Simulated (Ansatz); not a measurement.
# Zn3O: the cost of one run

Program: Ansatz 0.2.0. Level of theory: DFT PBE, scalar-relativistic, plane waves, PAW, unless a step names another level. These are calculated values, not measurements.

2 further runs of the same task are left out: 1 that didn't finish, 1 set aside as unsound or not needed.

**1. The system as given**

Symmetry: P3m1, No. 156, trigonal system. Conventional cell: a = 3.098 Å, b = 3.098 Å, c = 6.886 Å, α = 90.00°, β = 90.00°, γ = 120.00°. Around Zn (site symmetry 3m) lie 3 O at 2.01 Å. Zn (site symmetry 3m) is surrounded by 1 O at 1.92 Å. Zn (site symmetry 3m) is surrounded by 6 Zn at 2.63 to 2.76 Å. O (site symmetry 3m) has 4 Zn at 1.92 to 2.01 Å as nearest neighbours.

Coordinates:

```
CELL_PARAMETERS angstrom
3.09816 0.00000 0.00000
-1.54908 2.68309 0.00000
0.00000 0.00000 6.88604
ATOMIC_POSITIONS crystal
Zn 0.00000 0.00000 0.06320
Zn 0.33333 0.66667 0.64955
Zn 0.66667 0.33333 0.36869
O 0.33333 0.66667 0.92857
```

It came out lowest among 35 distinct ends of the trial cells. At a tolerance of 0.05 Å it has space group P3m1 (No. 156).

**2. Relaxing to 0.001 eV/Å, on the response runs' mesh and smearing**

Contents of input.yaml:

```yaml
crystal:
  lattice:
    - [3.098160065, 0.0, 0.0]
    - [-1.5490800325, 2.6830853213, 0.0]
    - [0.0, 0.0, 6.8860395466]
  atoms:
    - { symbol: Zn, position: [0.0, 0.0, 0.0631996118] }
    - { symbol: Zn, position: [0.3333333333, 0.6666666667, 0.6495497165] }
    - { symbol: Zn, position: [0.6666666667, 0.3333333333, 0.3686855141] }
    - { symbol: O, position: [0.3333333333, 0.6666666667, 0.9285651575] }
basis:
  ecutwfc: 420
kpoints:
  mp_grid: { grid: [12, 12, 6] }
hamiltonian:
  xc: pbe
scf:
  occupations: { method: gaussian, width: 0.1 }
output:
  forces: true
  stress: true
  eigenvalues: true
relax:
  adjacent_minimum: "off"
  f_tol: 0.001
  max_steps: 60
  cell: { stress_tol: 0.01 }
```

On the command line:

```sh
ansatz run input.yaml --threads 3 --pin off --max-ram 7680MiB --backend cpu --events-out ev --progress --plain --runs-dir out
```

Q: Estimate wall time and peak memory on 3 threads of Intel Xeon at 2.50GHz (Skylake/Cascade Lake), shared host.

About 23 s, with a peak of 0.45 GiB.
